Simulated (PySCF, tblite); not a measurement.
# C7H9P: geometry, infrared bands and NMR shifts

Aim: predict the infrared bands and NMR shifts of C7H9P (`C=CP1C=CCC=C1`).

Computed with tblite 0.8.0 and PySCF 2.14.0, with density-fitted response routines of our own, on a single molecule in the gas phase. Atoms are numbered from 0 throughout.

## (1) Starting geometry

17 atoms, charge 0, multiplicity 1; geometry from: force field or distance geometry start.

Bonds of the start (Å): C0–C1 1.36, C1–P2 1.81, P2–C3 1.87, C3–C4 1.34, C4–C5 1.48, C5–C6 1.48, C6–C7 1.36, C7–P2 1.87, C0–H8 1.10, C0–H9 1.09, C1–H10 1.07, C3–H11 1.08, C4–H12 1.10, C5–H13 1.10, C5–H14 1.12, C6–H15 1.10, C7–H16 1.06.

## (2) Optimising the geometry with GFN2-xTB

The job: settings as JSON, then the geometry in Å.

```
{"job": {"kind": "relax", "xc": "GFN2-xTB", "basis": "xTB"}, "charge": 0, "multiplicity": 1}
C      3.118400     0.098700     0.114200
C      1.910600    -0.050000    -0.495000
P      0.630300    -0.921600     0.435700
C     -0.731800    -1.574800    -0.666300
C     -1.699400    -0.690200    -0.926600
C     -1.691400     0.699600    -0.419200
C     -1.330300     0.863700     1.004600
C     -0.297600     0.210700     1.596700
H      3.261900    -0.300100     1.133600
H      3.928000     0.619500    -0.396800
H      1.718000     0.316900    -1.485200
H     -0.733700    -2.590500    -1.025000
H     -2.547200    -0.979000    -1.558400
H     -2.666000     1.187900    -0.587900
H     -0.916600     1.265500    -0.992600
H     -1.918700     1.535600     1.639200
H     -0.041500     0.320100     2.619000
```

The run is started by

```sh
OMP_NUM_THREADS=1 python probes_run.py task.json out
```

The driver reads the jobs from task.json and runs them one after another.

**Question.** This job is followed by: GFN2-xTB harmonic vibrations, gas phase; GIAO PBE0/pcSseg-1 NMR shielding, non-relativistic, gas phase. What will the session give for the following? strongest single infrared mode (GFN2-xTB); zero-point energy (GFN2-xTB); 13C shifts against TMS (PBE0/pcSseg-1, means over atoms taken as alike); 1H shifts against TMS (PBE0/pcSseg-1, means over atoms taken as alike); 31P shifts against H3PO4 (PBE0/pcSseg-1); surface potential, 1st and 99th percentile.

As calculated:

| quantity | value |
| --- | --- |
| strongest single infrared mode (GFN2-xTB) | 3047 cm⁻¹, 63 km/mol |
| zero-point energy (GFN2-xTB) | 83.7 kcal/mol |
| 13C shifts against TMS (PBE0/pcSseg-1, means over atoms taken as alike) | 148.6, 138.4, 138.1, 136.3, 32.8 ppm |
| 1H shifts against TMS (PBE0/pcSseg-1, means over atoms taken as alike) | 6.67, 6.49, 6.37, 6.29, 6.20, 2.82 ppm |
| 31P shifts against H3PO4 (PBE0/pcSseg-1) | -73.5 ppm |
| surface potential, 1st and 99th percentile | -0.97 V and 0.78 V |

In words: The optimisation took 116 steps and gained 0.969 eV; among the close pairs (by a distance rule), P2–C3 changed most, from 1.870 to 1.817 Å. No mode is imaginary among the 45: a minimum at this level. GFN2-xTB is a fitted tight-binding method: band positions and strengths are rough. Its intensities can rank the bands wrongly. At PBE0/pcSseg-1, counted by nearest atom on the grid, the HOMO lies on P2 42 %; C4, C6 about 11 % each, the LUMO on C0, C1 about 22 % each; C6, C7 about 7 % each.
